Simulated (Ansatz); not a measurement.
HfIn4SiO6:

```
Hf In Si O
1.0
     2.71585   -4.70357    0.00833
     2.71585    4.70357    0.00833
    -1.87915    0.00000    7.40127
Hf In Si O
1 4 1 6
Direct
  0.78835 0.21165 0.00000
  0.62175 0.37825 0.50000
  0.45502 0.54498 0.00000
  0.28407 0.71593 0.50000
  0.95814 0.04186 0.50000
  0.12168 0.87832 0.00000
  0.06219 0.11415 0.86666
  0.88585 0.93781 0.13334
  0.79490 0.53784 0.86663
  0.46216 0.20510 0.13337
  0.15352 0.62879 0.13333
  0.37121 0.84648 0.86667
```

The cell was built by a generator and needn't be a form met in nature.

Base run:

```yaml
Program: Ansatz 0.2.0
Functional: PBE
Potentials_or_basis: all-electron LAPW, scalar-relativistic
Cutoff: 375 eV (chosen from the basis error)
Basis_error_allowed: 0.002 eV/atom
k_mesh: 4 × 4 × 3
Occupations: fermi-dirac, width 0.05 eV
Spin: no spin polarisation
Hubbard_terms: Hf d U = 6 eV
```

Its results: band gap on the k mesh none (metal or under the smearing width); pressure 1.2 GPa; largest force 0.310 eV/Å.

Problem. The run is repeated on the same cell with these changes: hubbard terms from Hf d U = 6 eV to none. What comes out?

Solution. Band gap on the k mesh none (metal or under the smearing width); pressure -0.3 GPa; largest force 0.083 eV/Å.

Caveats: the k mesh is thin for a metal, which can move the energy by tens of meV per atom; U is the effective U less J, on atomic orbitals that reach past the spheres (some runs); U without spin polarisation on a metal has little footing (some runs).
